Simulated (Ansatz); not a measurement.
# Mg (sc type): how the settings move a single-point run

How sensitive is a single-point run of Mg (sc type) to its settings? A reference run comes first, then one run with altered input.

Method: reference: DFT, LDA, all-electron LAPW, scalar-relativistic, in Ansatz 0.2.0.

**1. The structure to begin with**

It takes space group Pm-3m (No. 221, cubic). Conventional cell: a = 2.180 Å, b = 2.180 Å, c = 2.180 Å, α = 90.00°, β = 90.00°, γ = 90.00°. Mg (site symmetry m-3m) is surrounded by 6 Mg at 2.18 Å.

Coordinates:

```
Mg
1.0
     2.18027    0.00000    0.00000
     0.00000    2.18027    0.00000
     0.00000    0.00000    2.18027
Mg
1
Direct
  0.00000 0.00000 0.00000
```

**2. Reference**

The input, input.yaml:

```yaml
crystal:
  lattice:
    - [2.1802699449, 0.0, 0.0]
    - [0.0, 2.1802699449, 0.0]
    - [0.0, 0.0, 2.1802699449]
  atoms:
    - { symbol: Mg, position: [0.0, 0.0, 0.0] }
kpoints:
  mp_grid: { grid: [15, 15, 15] }
  band_path:
    path:
      - [0.0, 0.0, 0.0]
      - [0.0, 0.5, 0.0]
      - [0.5, 0.5, 0.0]
      - [0.0, 0.0, 0.0]
      - [0.5, 0.5, 0.5]
      - [0.0, 0.5, 0.0]
      - [0.5, 0.5, 0.5]
      - [0.5, 0.5, 0.0]
    npoints: 8
scf:
  occupations: { method: fermi_dirac, width: 0.05 }
hamiltonian:
  xc: lda
  pseudopotentials: { kind: all_electron, lapw: { basis_error: 0.001 } }
output:
  forces: true
  stress: true
  eigenvalues: true
  populations: true
  dos: { projected: true, de: 0.2, e_range: [-14, 8] }
```

On the command line:

```console
$ ansatz run input.yaml --threads 1 --pin off --max-ram 2048MiB --backend cpu --events-out ev --progress --plain --runs-dir out
```

**3. Changed: occupations.method cold, occupations.width 0.2, preconditioner local_kerker**

input.yaml, as its differences from that of step 2:

```diff
@@ -21,3 +21,4 @@
 scf:
-  occupations: { method: fermi_dirac, width: 0.05 }
+  occupations: { method: cold, width: 0.2 }
+  mixing: { preconditioner: local_kerker }
 hamiltonian:
@@ -30,2 +31 @@
   populations: true
-  dos: { projected: true, de: 0.2, e_range: [-14, 8] }
```

Before running it: what results should come out? Wanted: for each run, ending; energy change; pressure; gap; force.

The runs gave:

```tsv
run	ending	energy change	pressure (GPa)	gap (eV)	force (eV/Å)	cycles	time
reference	converged	0	126.3	0.00	0.00	5	5.6 s
1: occupations.method cold, occupations.width 0.2, preconditioner local_kerker	converged	-0.1 meV/atom (σ→0)	126.0	0.00	0.00	6	5.9 s
```

Times don't compare one to one where runs were asked for different outputs or read a saved state (see the inputs); cycles may leave out searches for a lower state.

Residual by cycle in the longest SCF loop of each run; runs are numbered as in the table. The quantity is the density residual dr2, in eV.

```tsv
cycle	reference	run 1
1	0.0958	0.0963
2	0.0174	0.0358
3	3.3e-5	0.00159
4	2.2e-6	1.7e-4
5	3.6e-9	1.9e-6
6	-	2.9e-8
```

What this shows: Changing the smearing and mixing hardly moves the energy: -0.1 meV/atom. The structure is not at rest: the sound run finds 126 GPa, so these are no properties of the relaxed crystal. 
